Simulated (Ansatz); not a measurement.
# CH7BO2Si2: molecular dynamics

Aim: follow the molecule's vibrations and see whether its bonds hold. The start is relaxed first. Runs: 600 steps of 0.5 fs at constant energy (fourth-order Milne integrator), with velocities drawn for 1500 K. SMILES of the start: O=C([SiH3])B[SiH2]O.

All numbers below are computed with Ansatz 0.2.0 (UHF/STO-3G).

## Step 1: The system as given

Bond lengths: O1–C2 1.174 Å, C2–Si3 1.825 Å, C2–B4 1.614 Å, B4–Si5 1.967 Å, Si5–O6 1.733 Å, Si3–H7 1.504 Å, Si3–H8 1.416 Å, Si3–H9 1.531 Å, B4–H10 1.107 Å, Si5–H11 1.451 Å, Si5–H12 1.492 Å, O6–H13 0.952 Å. Angles (14 of 19 angles, heavy atoms first): O1–C2–Si3 116.8°, O1–C2–B4 124.8°, Si3–C2–B4 118.3°, C2–B4–Si5 116.9°, B4–Si5–O6 108.2°, C2–Si3–H7 110.1°, C2–Si3–H8 112.3°, C2–Si3–H9 108.0°, C2–B4–H10 122.0°, Si5–B4–H10 121.0°, B4–Si5–H11 111.8°, B4–Si5–H12 109.9°, O6–Si5–H11 109.9°, O6–Si5–H12 107.8°.

Coordinates:

```xyz
13

O    -1.5909   -1.1693    0.0534
C    -0.4357   -1.0354   -0.1089
Si    0.5473   -2.5581   -0.3215
B     0.3399    0.3797   -0.0907
Si   -0.7598    1.9960    0.1292
O     0.2930    3.3726    0.1185
H     1.6879   -2.3093   -1.2694
H    -0.2326   -3.6367   -0.8049
H     1.1635   -2.9158    1.0333
H     1.4402    0.4472   -0.1919
H    -1.7490    2.1222   -0.9243
H    -1.4519    1.9627    1.4510
H     0.7685    3.3095    0.9410
```

## Step 2: Relaxing the start

The input, input.yaml:

```yaml
crystal:
  periodic: [false, false, false]
  atoms:
    - { symbol: O, position_ang: [-1.5909, -1.1693, 0.0534] }
    - { symbol: C, position_ang: [-0.4357, -1.0354, -0.1089] }
    - { symbol: Si, position_ang: [0.5473, -2.5581, -0.3215] }
    - { symbol: B, position_ang: [0.3399, 0.3797, -0.0907] }
    - { symbol: Si, position_ang: [-0.7598, 1.996, 0.1292] }
    - { symbol: O, position_ang: [0.293, 3.3726, 0.1185] }
    - { symbol: H, position_ang: [1.6879, -2.3093, -1.2694] }
    - { symbol: H, position_ang: [-0.2326, -3.6367, -0.8049] }
    - { symbol: H, position_ang: [1.1635, -2.9158, 1.0333] }
    - { symbol: H, position_ang: [1.4402, 0.4472, -0.1919] }
    - { symbol: H, position_ang: [-1.749, 2.1222, -0.9243] }
    - { symbol: H, position_ang: [-1.4519, 1.9627, 1.451] }
    - { symbol: H, position_ang: [0.7685, 3.3095, 0.941] }
magnetization:
  spin_polarized: true
basis:
  gaussian: { orbitals: STO-3G }
hamiltonian:
  xc: hf
relax:
  f_tol: 0.02
  max_steps: 40
```

On the command line:

```
$ ansatz run input.yaml --threads 1 --pin off --max-ram 2048MiB --backend cpu --events-out ev --progress --plain --runs-dir out
```

Further steps of the session: Dynamics.

What does the calculation give? Wanted: relaxation of the start; temperature, first and last step; temperature, second half; potential energy, second half; largest change of the total energy; bonds formed or broken.

The runs gave:

```
                          quantity                           value
           relaxation of the start        12 moves, 1.372 eV lower
                            length             600 steps of 0.5 fs
  temperature, first and last step                  1500 and 954 K
          temperature, second half  mean 790 K, from 516 to 1011 K
     potential energy, second half     +78 meV/atom from the start
largest change of the total energy                   0.00 meV/atom
            bonds formed or broken                               0
```

In words: The temperature starts at 1500 K and averages 790 K in the second half, where it ranges from 516 to 1011 K. About half is expected from a start at a minimum: kinetic energy passes into potential energy until both shares match. The total energy strays from its start by at most 0.00 meV/atom, under 0.1 % of the mean kinetic energy, which is good for a step of 0.5 fs. No bond forms or breaks. A run of 300 fs with 13 atoms shows the motion but fixes no equilibrium value. The basis is very small, so the numbers are rough.
